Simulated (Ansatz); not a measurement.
# RuH₂ (triplet): from Hartree-Fock to the top rungs, def2-TZVPP

One table from this session's results is given with a row withheld; the runs are named, their logs left out.

Method: def2-TZVPP, core rule «outside noble gas», up to 4 orbitals frozen; program: Ansatz 0.2.0, Gaussian basis.

The runs, in order: UHF; ROHF; CCSD(T) on UHF.

### The system

The geometry is a PBE0/def2-TZVP stationary point (not a proven minimum) of the parent state, kept for this charge and spin. No spin-orbit coupling is included. Elements past krypton take def2 core potentials.

3 atoms, charge 0, spin multiplicity 3.

Atoms are counted from 1 here; the program's logs count them from 0.

Bond lengths: Ru1–H2 1.687 Å, Ru1–H3 1.687 Å. Angles: H2–Ru1–H3 140.7°.

Geometry (Å):

| atom | x (Å) | y (Å) | z (Å) |
| --- | --- | --- | --- |
| Ru1 | 0.00000 | -0.01110 | 0.00000 |
| H2 | 0.00000 | 0.55652 | -1.58815 |
| H3 | 0.00000 | 0.55652 | 1.58815 |

The first run:

Contents of in.yaml:

```yaml
crystal:
  periodic: [false, false, false]
  atoms:
    - {symbol: Ru, position_ang: [0.000000, -0.011100, 0.000000]}
    - {symbol: H, position_ang: [0.000000, 0.556518, -1.588153]}
    - {symbol: H, position_ang: [0.000000, 0.556518, 1.588153]}
basis:
  gaussian: {orbitals: def2-TZVPP}
magnetization: {spin_polarized: true, initial_magnetization: 2}
hamiltonian: {xc: hf}
output: {orbitals: {seedname: orbitals}}
```

Command:

```
ansatz run in.yaml --threads 1 --pin off --events-out ev --progress --plain --max-ram 4096MiB --backend cpu
```

Steps of the session up to this table: UHF; ROHF; CCSD(T) on UHF.

One of the session's tables, all rows but one given; the rest of the session is left out.

```
  method  from UCCSD(T) (kcal/mol)
    ROHF                   +187.39
    UMP2                    +20.01
   UCCSD                         ?
UCCSD(T)                         0
```

Estimate the missing values for UCCSD.

As computed: from UCCSD(T) (kcal/mol): +8.39. In the column «from UCCSD(T) (kcal/mol)» it lies between UCCSD(T) (0) and UMP2 (+20.01).

Left out of the table: UHF (another determinant or state than the rows shown).

Limits of these values: The determinant is far from a pure spin state, so its energy mixes those of several spin states (harmless only where they are near-degenerate, as at dissociation). Warnings: spin contamination; coupled cluster took another determinant than the lowest.
